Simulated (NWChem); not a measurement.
# SbH3 (SMILES [H][Sb]([H])[H]): M05-2X-D3(0)/def2-TZVPP (core potential), part 2 of 2

NWChem 7.3.0.

### Step 3. The doublet anion, same level

run.nw

```
start run
memory stack 880 mb heap 220 mb global 1100 mb
charge -1

geometry units angstroms noautosym nocenter noautoz
 Sb   -0.005390    0.006960    0.745310
 H     1.362810   -0.030960   -0.238400
 H    -0.656650    1.191140   -0.261420
 H    -0.700770   -1.167140   -0.245490
end

basis spherical
 * library def2-TZVPP
end

ecp
 Sb library def2-ecp
end

dft
 xc m05-2x
 mult 2
 disp vdw 3
 grid fine
 maxiter 150
end

property
 efield
 esp
 octupole
 mulliken
 moldenfile
 molden_norm janpa
end

task dft property
```

Run with:

```console
nwchem run.nw > run.out
```

Standard output:

```text
Northwest Computational Chemistry Package (NWChem) 7.3.0
             --------------------------------------------------------

           Job information
           ---------------

    nwchem branch   = 7.3.0
    use scalapack   = T
    input           = run.nw
    prefix          = run.
    data base       = ./run.db
    status          = startup
    nproc           =        1

           Memory information
           ------------------

    heap     =     28835840 doubles =      220.0 Mbytes
    stack    =    115343357 doubles =      880.0 Mbytes
    global   =    144179200 doubles =     1100.0 Mbytes (distinct from heap & stack)
    total    =    288358397 doubles =     2200.0 Mbytes
    verify   = yes
    hardfail = no

           Directory information
           ---------------------

  0 permanent = .
  0 scratch   = .

                                NWChem Input Module
                                -------------------

 Scaling coordinates for geometry "geometry" by  1.889725989
 (inverse scale =  0.529177249)

                             Geometry "geometry" -> ""
                             -------------------------

 Output coordinates in angstroms (scale by  1.889725989 to convert to a.u.)

  No.       Tag          Charge          X              Y              Z
 ---- ---------------- ---------- -------------- -------------- --------------
    1 Sb                  51.0000    -0.00539000     0.00696000     0.74531000
    2 H                    1.0000     1.36281000    -0.03096000    -0.23840000
    3 H                    1.0000    -0.65665000     1.19114000    -0.26142000
    4 H                    1.0000    -0.70077000    -1.16714000    -0.24549000

      Atomic Mass
      -----------

      Sb               120.903800
      H                  1.007825

 Effective nuclear repulsion energy (a.u.)      48.7030846326

            Nuclear Dipole moment (a.u.)
            ----------------------------
        X                 Y               Z
 ---------------- ---------------- ----------------
    -0.5092811539     0.6576246440    70.4215838274

            XYZ format geometry
            -------------------
     4
 geometry
 Sb                   -0.00539000     0.00696000     0.74531000
 H                     1.36281000    -0.03096000    -0.23840000
 H                    -0.65665000     1.19114000    -0.26142000
 H                    -0.70077000    -1.16714000    -0.24549000

 ==============================================================================
                                internuclear distances
 ------------------------------------------------------------------------------
       center one      |      center two      | atomic units |  angstroms
 ------------------------------------------------------------------------------
    2 H                |   1 Sb               |     3.18524  |     1.68555
    3 H                |   1 Sb               |     3.18458  |     1.68521
    4 H                |   1 Sb               |     3.18672  |     1.68634
 ------------------------------------------------------------------------------
                         number of included internuclear distances:          3
 ==============================================================================

 ==============================================================================
                                 internuclear angles
 ------------------------------------------------------------------------------
        center 1       |       center 2       |       center 3       |  degrees
 ------------------------------------------------------------------------------
    2 H                |   1 Sb               |   3 H                |    88.90
    2 H                |   1 Sb               |   4 H                |    88.63
    3 H                |   1 Sb               |   4 H                |    88.79
 ------------------------------------------------------------------------------
                            number of included internuclear angles:          3
 ==============================================================================

 Summary of "ao basis" -> "" (spherical)
 ------------------------------------------------------------------------------
       Tag                 Description            Shells   Functions and Types
 ---------------- ------------------------------  ------  ---------------------
 *                         def2-TZVPP                 on all atoms

                 ECP       "ecp basis" -> "" (cartesian)
                -----
  [basis functions not shown]

                              NWChem Property Module
                              ----------------------

  itol2e modified to match energy
  convergence criterion.

                                 NWChem DFT Module
                                 -----------------

                      Basis "ao basis" -> "ao basis" (spherical)
                      -----
  [basis functions not shown]

 Summary of "ao basis" -> "ao basis" (spherical)
 ------------------------------------------------------------------------------
       Tag                 Description            Shells   Functions and Types
 ---------------- ------------------------------  ------  ---------------------
 Sb                        def2-TZVPP               16       50   6s5p3d2f
 H                         def2-TZVPP                6       14   3s2p1d

[... 9 lines left out ...]
  convergence criterion.
[... 15 lines left out ...]
          Convergence on energy requested:  1.00D-07
          Convergence on density requested:  1.00D-05
          Convergence on gradient requested:  5.00D-04
[... 19 lines left out ...]
          Spatial weights used:  Erf1
[... 1 line left out ...]
          Convergence Information
[... 1 line left out ...]
          Convergence aids based upon iterative change in
          total energy or number of iterations.
[... 55 lines left out ...]
   convergence    iter        energy       DeltaE   RMS-Dens  Diis-err    time
[... 13 lines left out ...]
         Total DFT energy =     -241.891658836573
      One electron energy =     -471.682263348209
           Coulomb energy =      228.042535434609
    Exchange-Corr. energy =      -20.585639405457
 Nuclear repulsion energy =       22.333712946435
[... 7 lines left out ...]
                    DFT Final Alpha Molecular Orbital Analysis
[... 661 lines left out ...]
                     DFT Final Beta Molecular Orbital Analysis
[... 726 lines left out ...]
     1   1 0 0      0.096397      0.205849      0.114631     -0.224084
[... 8 lines of this table left out ...]
     2   0 0 2    -30.966745    -42.087954    -35.165645     46.286854

          ---------------
          Octupole Moment
          ---------------

 Center of charge (in au) is the expansion point
         X =      -0.0086186 Y =       0.0111290 Z =       1.1917499

   Third moments in atomic units

   Component  Electronic+nuclear     Point charges             Total
  --------------------------------------------------------------------------
      XXX           2.0728275566          0.0000000000          2.0728275566
      YYY          -4.8112241503          0.0000000000         -4.8112241503
      ZZZ          -3.7260696606          0.0000000000         -3.7260696606
[... 6 lines of this table left out ...]
      XYZ          -2.7399939352          0.0000000000         -2.7399939352

   Third moments in 10**(-34) esu*cm**3

   Component  Electronic+nuclear     Point charges             Total
  --------------------------------------------------------------------------
      XXX           1.4752064981          0.0000000000          1.4752064981
      YYY          -3.4240904931          0.0000000000         -3.4240904931
      ZZZ          -2.6517990646          0.0000000000         -2.6517990646
[... 6 lines of this table left out ...]
      XYZ          -1.9500208038          0.0000000000         -1.9500208038

   Octupole moments in atomic units

   Component  Electronic+nuclear     Point charges             Total
  --------------------------------------------------------------------------
      XXX           1.0602142474          0.0000000000          1.0602142474
      YYY          -4.3730353604          0.0000000000         -4.3730353604
      ZZZ          -2.1211958433          0.0000000000         -2.1211958433
[... 6 lines of this table left out ...]
      XYZ          -6.8499848380          0.0000000000         -6.8499848380

   Octupole moments in 10**(-34) esu*cm**3

   Component  Electronic+nuclear     Point charges             Total
  --------------------------------------------------------------------------
      XXX           0.7545417573          0.0000000000          0.7545417573
      YYY          -3.1122367896          0.0000000000         -3.1122367896
      ZZZ          -1.5096296273          0.0000000000         -1.5096296273
[... 6 lines of this table left out ...]
      XYZ          -4.8750520094          0.0000000000         -4.8750520094

 1 a.u. = 0.711688 10**(-34) esu*cm**3

          ----------------------------
          Mulliken population analysis
          ----------------------------

 Alpha Spin S,P,D,... shell population
 --------------------------------
    Atom          S        P        D        F
 --------------------------------------------------------------------------------------
     1 Sb     1.84838   5.14078   5.08047   0.01222
     2 H      0.67457   0.00412   0.00058   0.00000
     3 H      0.54402   0.01105   0.00077   0.00000
     4 H      0.67864   0.00385   0.00057   0.00000

          ----- Alpha Spin gross population on atoms ----

              1  Sb  51.0    12.08184
              2  H    1.0     0.67926
              3  H    1.0     0.55583
              4  H    1.0     0.68306

 Beta Spin  S,P,D,... shell population
 --------------------------------
    Atom          S        P        D        F
 --------------------------------------------------------------------------------------
     1 Sb     1.82726   4.45478   5.05052   0.00730
     2 H      0.52803   0.00986   0.00069   0.00000
     3 H      0.57357   0.01040   0.00071   0.00000
     4 H      0.52639   0.00983   0.00068   0.00000

          ----- Beta Spin  gross population on atoms ----

              1  Sb  51.0    11.33985
              2  H    1.0     0.53857
              3  H    1.0     0.58467
              4  H    1.0     0.53690

 Total      S,P,D,... shell population
 --------------------------------
    Atom          S        P        D        F
 --------------------------------------------------------------------------------------
     1 Sb     3.67563   9.59556  10.13099   0.01952
     2 H      1.20260   0.01398   0.00126   0.00000
     3 H      1.11759   0.02144   0.00147   0.00000
     4 H      1.20504   0.01368   0.00125   0.00000

          ----- Total      gross population on atoms ----

              1  Sb  51.0    23.42170
              2  H    1.0     1.21783
              3  H    1.0     1.14051
              4  H    1.0     1.21996

          ----- Atomic spin population -----

              1  Sb  51.0     0.74199
              2  H    1.0     0.14069
              3  H    1.0    -0.02884
              4  H    1.0     0.14616

          ----- Bond indices -----
  1- 1   0.00000  1- 2   0.72298  1- 3   0.98841  1- 4   0.71382
  2- 1   0.72298  2- 2   0.00000  2- 3  -0.00201  2- 4  -0.00396
  3- 1   0.98841  3- 2  -0.00201  3- 3   0.00000  3- 4  -0.00290
  4- 1   0.71382  4- 2  -0.00396  4- 3  -0.00290  4- 4   0.00000

 Large bond indices
 ------------------
  1   Sb-  2   H    0.72298
  1   Sb-  3   H    0.98841
  1   Sb-  4   H    0.71382

                                                                Free electrons             Valency
                              Number of         Sum of          + Bond indices         - Bond indices
                Valency     Free electrons    Bond indices     =Mulliken charge     = Net spin population
     1  Sb      3.04832       20.99648          2.42522          23.42170                 0.62310
     2  H       0.74890        0.50082          0.71702           1.21783                 0.03188
     3  H       0.98437        0.15700          0.98351           1.14051                 0.00086
     4  H       0.74110        0.51301          0.70695           1.21996                 0.03415

          ---------------------------------------------
          Electrostatic potential/diamagnetic shielding
          ---------------------------------------------

 1 a.u. = 9.07618 esu/cm ( or statvolts )
   Point      X         Y         Z     Total Potential(a.u.)   Diamagnetic shielding(a.u.)
    1 Sb  -0.01019   0.01315   1.40843     -24.153434            25.095197
    2 H    2.57534  -0.05851  -0.45051      -1.330365             8.999990
    3 H   -1.24089   2.25093  -0.49401      -1.279515             8.950334
    4 H   -1.32426  -2.20557  -0.46391      -1.332093             8.998520
 scftyp:UHF
 theory:dft

          --------------
          Electric field
          --------------

 1 a.u. = 0.171524 10**(-8) dyn/esu

   Atom       X         Y         Z                        Electric field (a.u.)
                                              X              Y              Z           Field
  ------------------------------------------------------------------------------------------------
    1 Sb  -0.01019   0.01315   1.40843      -0.003605       0.007161       0.016419       0.018271
    2 H    2.57534  -0.05851  -0.45051       0.023990      -0.012241      -0.025105       0.036819
    3 H   -1.24089   2.25093  -0.49401      -0.005805       0.009756      -0.001557       0.011459
    4 H   -1.32426  -2.20557  -0.46391      -0.002759      -0.026703      -0.025844       0.037263
 MOLDEN output will be written to the file ./run.molden
  do_norm_janpa  T
  do_norm_nwchem  F
  molden scftype: UHF                  spinref:                     2

 Task  times  cpu:       34.4s     wall:       34.4s
 Total times  cpu:       34.4s     wall:       34.4s
```

It took 35 s on 1 thread of Intel Xeon 6975P-C (Granite Rapids), shared host; peak memory 0.12 GiB.

### Step 4. What came out

What follows sums up all 2 parts.

At M05-2X-D3(0)/def2-TZVPP (core potential):

| quantity | value |
| --- | --- |
| singlet SbH3: total energy | -241.95216 Eh |
| singlet SbH3: dipole moment | 0.28 D |
| singlet SbH3: HOMO energy | -8.95 eV |
| singlet SbH3: LUMO energy | 0.74 eV |
| singlet SbH3: HOMO–LUMO gap | 9.69 eV |
| singlet SbH3: dispersion energy | -0.01 kJ/mol |
| doublet anion: total energy | -241.89166 Eh |
| doublet anion: HOMO energy (highest over α and β) | 2.63 eV |
| doublet anion: LUMO energy (lowest over α and β) | 5.44 eV |
| doublet anion: dispersion energy | -0.01 kJ/mol |
| doublet anion: ⟨S²⟩ | 0.755 |
| vertical electron affinity (to the doublet anion) | -1.646 eV |

What this shows: The anion lies 1.65 eV (159 kJ/mol) above the neutral: the electron isn't bound at this level, and such a value depends on the basis. Without diffuse functions anions come out too high. The HOMO (doublet anion) lies at positive energy, 2.63 eV; only total energies tell whether the electron is bound.
